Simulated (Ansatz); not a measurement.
# C3HN3O3Si: small, medium and large basis sets

The task here is to estimate one member of a computed series from the others.

Computed with Ansatz 0.2.0, Gaussian basis. Level: one geometry, several basis sets.

Plan: PBE0-D4/def2-SVP; ωB97M-V/def2-SVP; PBE0-D4/def2-QZVPP; ωB97M-V/def2-QZVPP; the functionals' def2-TZVPP values are taken from earlier runs.

## Structure used throughout

The geometry comes from an earlier relaxation with PBE0-D4 in a triple-zeta def2 set; it is a stationary point, not always the lowest conformer.

11 atoms, charge 0, spin multiplicity 1.

Atoms are counted from 1 here; the program's logs count them from 0.

Bond lengths: O1–C2 1.161 Å, C2–N3 1.193 Å, N3–Si4 1.687 Å, Si4–N5 1.687 Å, Si4–N8 1.687 Å, Si4–H11 1.467 Å, N5–C6 1.193 Å, C6–O7 1.161 Å, N8–C9 1.193 Å, C9–O10 1.161 Å. Angles: O1–C2–N3 179.8°, C2–N3–Si4 179.1°, N3–Si4–N5 109.0°, N3–Si4–N8 109.1°, N3–Si4–H11 109.9°, N5–Si4–N8 109.1°, N5–Si4–H11 109.9°, N8–Si4–H11 109.9°, Si4–N5–C6 179.4°, N5–C6–O7 179.8°, Si4–N8–C9 179.1°, N8–C9–O10 179.8°.

The first run:

in.yaml

```yaml
crystal:
  periodic: [false, false, false]
  atoms:
    - {symbol: O, position_ang: [-3.019354, -0.400298, 2.365628]}
    - {symbol: C, position_ang: [-2.001065, -0.302109, 1.815802]}
    - {symbol: N, position_ang: [-0.952701, -0.201514, 1.255564]}
    - {symbol: Si, position_ang: [0.517449, -0.061030, 0.440360]}
    - {symbol: N, position_ang: [0.580627, 1.440437, -0.325961]}
    - {symbol: C, position_ang: [0.616685, 2.498394, -0.875929]}
    - {symbol: O, position_ang: [0.655178, 3.529534, -1.408974]}
    - {symbol: N, position_ang: [0.620907, -1.278049, -0.723201]}
    - {symbol: C, position_ang: [0.679069, -2.132500, -1.553617]}
    - {symbol: O, position_ang: [0.739791, -2.966123, -2.359995]}
    - {symbol: H, position_ang: [1.628716, -0.183643, 1.390823]}
basis:
  gaussian: {orbitals: def2-SVP}
hamiltonian: {xc: pbe0, dispersion: d4}
output: {orbitals: {seedname: orbitals}}
```

Launch:

```console
$ ansatz run in.yaml --threads 2 --pin off --events-out ev --progress --plain --max-ram 22528MiB --backend cpu
```

Steps of the session up to this table: PBE0-D4 in def2-SVP; ωB97M-V in def2-SVP; PBE0-D4 in def2-QZVPP; ωB97M-V in def2-QZVPP.

One table of the session follows, with a row left open; its other results are not shown here.

| functional | basis | HOMO (eV) | LUMO (eV) |
| --- | --- | --- | --- |
| PBE0-D4 | def2-SVP | -8.85 | 0.00 |
| PBE0-D4 | def2-TZVPP | ? | ? |
| PBE0-D4 | def2-QZVPP | -9.01 | -0.37 |
| ωB97M-V | def2-SVP | -11.01 | 2.17 |
| ωB97M-V | def2-TZVPP | -11.17 | 1.68 |
| ωB97M-V | def2-QZVPP | -11.20 | 1.24 |

**Question.** Estimate the row for PBE0-D4, def2-TZVPP.

As computed: HOMO (eV): -8.98; LUMO (eV): -0.29. In the column «HOMO (eV)» it lies between PBE0-D4, def2-QZVPP (-9.01) and PBE0-D4, def2-SVP (-8.85).
